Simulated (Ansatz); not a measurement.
# CH₅BGe: how energies converge with the basis set

Aim: see how fast density functionals converge with the basis set for CH₅BGe.

The runs use Ansatz 0.2.0, Gaussian basis; one geometry, several basis sets.

The runs, in order: PBE0-D4/def2-SVP; ωB97M-V/def2-SVP; PBE0-D4/def2-QZVPP; ωB97M-V/def2-QZVPP; the functionals' def2-TZVPP values are taken from earlier runs.

## (1) The relaxed structure

An earlier PBE0-D4 in a triple-zeta def2 set relaxation fixed the geometry.

SMILES `[BH]1[CH2][GeH2]1`, 8 atoms, charge 0, spin multiplicity 1.

Atoms are counted from 1 here; the program's logs count them from 0.

Bond lengths: B1–C2 1.465 Å, B1–Ge3 1.963 Å, B1–H4 1.187 Å, C2–Ge3 2.265 Å, C2–H5 1.089 Å, C2–H6 1.090 Å, Ge3–H7 1.534 Å, Ge3–H8 1.543 Å. Angles: C2–B1–Ge3 81.3°, C2–B1–H4 133.7°, Ge3–B1–H4 130.7°, B1–C2–Ge3 58.9°, B1–C2–H5 126.1°, B1–C2–H6 121.7°, Ge3–C2–H5 85.1°, Ge3–C2–H6 138.8°, H5–C2–H6 111.9°, B1–Ge3–C2 39.7°, B1–Ge3–H7 124.8°, B1–Ge3–H8 122.2°, C2–Ge3–H7 95.2°, C2–Ge3–H8 123.8°, H7–Ge3–H8 108.8°.

## (2) PBE0-D4 in def2-SVP

in.yaml reads:

```yaml
crystal:
  periodic: [false, false, false]
  atoms:
    - {symbol: B, position_ang: [-0.933950, 0.395569, -0.543129]}
    - {symbol: C, position_ang: [-0.052609, 0.934251, 0.495870]}
    - {symbol: Ge, position_ang: [0.170428, -1.197689, -0.236550]}
    - {symbol: H, position_ang: [-1.388063, 0.841257, -1.545082]}
    - {symbol: H, position_ang: [0.104389, 0.511120, 1.486753]}
    - {symbol: H, position_ang: [0.444653, 1.897434, 0.381714]}
    - {symbol: H, position_ang: [0.495480, -1.785502, 1.142984]}
    - {symbol: H, position_ang: [1.251672, -1.653539, -1.238361]}
basis:
  gaussian: {orbitals: def2-SVP}
hamiltonian: {xc: pbe0, dispersion: d4}
output: {orbitals: {seedname: orbitals}}
```

The run is started by

```console
$ ansatz run in.yaml --threads 2 --pin off --events-out ev --progress --plain --max-ram 4352MiB
```

After this run come: ωB97M-V in def2-SVP; PBE0-D4 in def2-QZVPP; ωB97M-V in def2-QZVPP.

**Question.** What will the summary of the whole plan be? Wanted: PBE0-D4: double and triple zeta above quadruple; ωB97M-V: double and triple zeta above quadruple.

The runs gave:

| quantity | value |
| --- | --- |
| PBE0-D4: double and triple zeta above quadruple | 10.41, 1.33 eV |
| ωB97M-V: double and triple zeta above quadruple | 10.49, 1.30 eV |

What this shows: For PBE0-D4 the step from double to triple zeta gains 9.08 eV and the next only 1.33 eV. Total energies overstate the basis error of differences, where much of it tends to cancel.
